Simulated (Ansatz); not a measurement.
# Ti4O5: the cost of one run

Method: DFT PBEsol, scalar-relativistic, plane waves, PAW, in Ansatz 0.2.0.

### Step 1. The starting structure

The structure is tetragonal, space group I4/m (No. 87). The conventional cell has a = 6.544 Å, b = 6.544 Å, c = 4.123 Å, α = 90.00°, β = 90.00°, γ = 90.00°. Around Ti (site symmetry m) lie 6 O at 1.99 to 2.12 Å. O (site symmetry m) is surrounded by 5 Ti at 2.06 to 2.12 Å. Around O (site symmetry 4/m) lie 4 Ti at 1.99 Å.

Structure file:

```cif
data_structure
_symmetry_space_group_name_H-M 'I4/m'
_symmetry_Int_Tables_number 87
_cell_length_a 6.5440
_cell_length_b 6.5440
_cell_length_c 4.1231
_cell_angle_alpha 90.000
_cell_angle_beta 90.000
_cell_angle_gamma 90.000
_cell_volume 176.56
loop_
_atom_site_label
_atom_site_type_symbol
_atom_site_symmetry_multiplicity
_atom_site_Wyckoff_symbol
_atom_site_fract_x
_atom_site_fract_y
_atom_site_fract_z
_atom_site_occupancy
Ti1 Ti 8 h 0.21536 0.39295 0.00000 1
O1 O 8 h 0.80756 0.59191 0.50000 1
O2 O 2 b 0.00000 0.00000 0.50000 1
```

It goes back to an entry of the Materials Project, which need not be the stable form.

This cell was relaxed beforehand with the same method: volume 9.81 Å³/atom, gap on the mesh none (metal).

### Step 2. The reference cell

Reference values: F = -12712.6705 eV; pressure 0.02 GPa; largest force 0.011 eV/Å; gap on the mesh none (metal). It was computed beforehand with the settings of the runs below.

### Step 3. Next: a sublattice displacement scan

Every O atom is moved by x along the Cartesian unit vector (1.000, 0.000, 0.000); the cell and all other atoms stay fixed. Forces below are components along that vector, summed over the moved atoms.

### Step 4. x = -0.500 Å

input.yaml reads:

```yaml
crystal:
  lattice:
    - [-3.2719792173, 3.2719792173, 2.0615458143]
    - [3.2719792173, -3.2719792173, 2.0615458143]
    - [3.2719792173, 3.2719792173, -2.0615458143]
  atoms:
    - { symbol: Ti, position: [0.6070478066, 0.2153590664, 0.822406873] }
    - { symbol: Ti, position: [0.2153590664, 0.3929521934, 0.6083112598] }
    - { symbol: Ti, position: [0.7846409336, 0.6070478066, 0.3916887402] }
    - { symbol: Ti, position: [0.3929521934, 0.7846409336, 0.177593127] }
    - { symbol: O, position: [0.908087222, 0.2311514543, 0.1392386763] }
    - { symbol: O, position: [0.3075578076, 0.0155064247, 0.3230642323] }
    - { symbol: O, position: [0.6924421924, 0.8316808687, 0.5241230611] }
    - { symbol: O, position: [0.091912778, 0.6160358391, 0.7079486171] }
    - { symbol: O, position: [0.5, 0.4235936467, -0.0764063533] }
basis:
  ecutwfc: 420
kpoints:
  mp_grid: { grid: [12, 12, 12] }
hamiltonian:
  xc: pbesol
scf:
  occupations: { method: gaussian, width: 0.15 }
output:
  forces: true
  stress: true
  eigenvalues: true
  write_density: true
  write_potential: true
  elf: true
  volumetric_format: npy
```

The run is started by

```bash
ansatz run input.yaml --threads 2 --pin off --max-ram 5120MiB --backend cpu --events-out ev --progress --plain --runs-dir out
```

**Question.** How long does this run take on 2 threads of AMD EPYC 9R45 (Zen 5), shared host, and how much memory does it need?

About 41 s, with a peak of 1.5 GiB.
